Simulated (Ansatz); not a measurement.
# NaSe: the cost of one run

Program: Ansatz 0.2.0. Level of theory: DFT PBEsol, scalar-relativistic, plane waves, PAW. These are calculated values, not measurements.

## (1) The structure to begin with

It takes space group P6_3/mmc (No. 194, hexagonal). The conventional cell has a = 4.649 Å, b = 4.649 Å, c = 10.761 Å, α = 90.00°, β = 90.00°, γ = 120.00°. Na (site symmetry -3m) is surrounded by 6 Se at 3.06 Å. Around Na (site symmetry -6m2) lie 6 Se at 2.95 Å. Se (site symmetry 3m) has 1 Se at 2.45 Å and 6 Na at 2.95 to 3.06 Å as nearest neighbours.

As a file:

```
CELL_PARAMETERS angstrom
4.64853 0.00000 0.00000
-2.32426 4.02574 0.00000
0.00000 0.00000 10.76145
ATOMIC_POSITIONS crystal
Na 0.00000 0.00000 0.00000
Na 0.00000 0.00000 0.50000
Na 0.33333 0.66667 0.25000
Na 0.66667 0.33333 0.75000
Se 0.33333 0.66667 0.63636
Se 0.66667 0.33333 0.13636
Se 0.66667 0.33333 0.36364
Se 0.33333 0.66667 0.86364
```

The structure comes from the Materials Project (structure only).

(A quick probe on a coarse mesh, which set the mesh and smearing, is not shown.)

## (3) Relaxing cell and atoms

The input, input.yaml:

```yaml
crystal:
  lattice:
    - [4.648529867, 0.0, 0.0]
    - [-2.3242649335, 4.0257449551, 0.0]
    - [0.0, 0.0, 10.76144936]
  atoms:
    - { symbol: Na, position: [0.0, 0.0, 0.0] }
    - { symbol: Na, position: [0.0, 0.0, 0.5] }
    - { symbol: Na, position: [0.33333333, 0.66666667, 0.25] }
    - { symbol: Na, position: [0.66666667, 0.33333333, 0.75] }
    - { symbol: Se, position: [0.33333333, 0.66666667, 0.63636225] }
    - { symbol: Se, position: [0.66666667, 0.33333333, 0.13636225] }
    - { symbol: Se, position: [0.66666667, 0.33333333, 0.36363775] }
    - { symbol: Se, position: [0.33333333, 0.66666667, 0.86363775] }
basis:
  ecutwfc: 420
kpoints:
  mp_grid: { grid: [12, 12, 4] }
hamiltonian:
  xc: pbesol
scf:
  occupations: { method: gaussian, width: 0.02 }
output:
  forces: true
  stress: true
  eigenvalues: true
  write_density: true
  write_potential: true
  elf: true
  volumetric_format: npy
relax:
  adjacent_minimum: "off"
  f_tol: 0.005
  max_steps: 80
  cell: { stress_tol: 0.05 }
```

Run with:

```bash
ansatz run input.yaml --threads 4 --pin off --max-ram 9216MiB --backend cpu --events-out ev --progress --plain --runs-dir out
```

What time and memory should one allow on 4 threads of Arm Neoverse V2, shared host?

About 39 s, with a peak of 0.88 GiB.
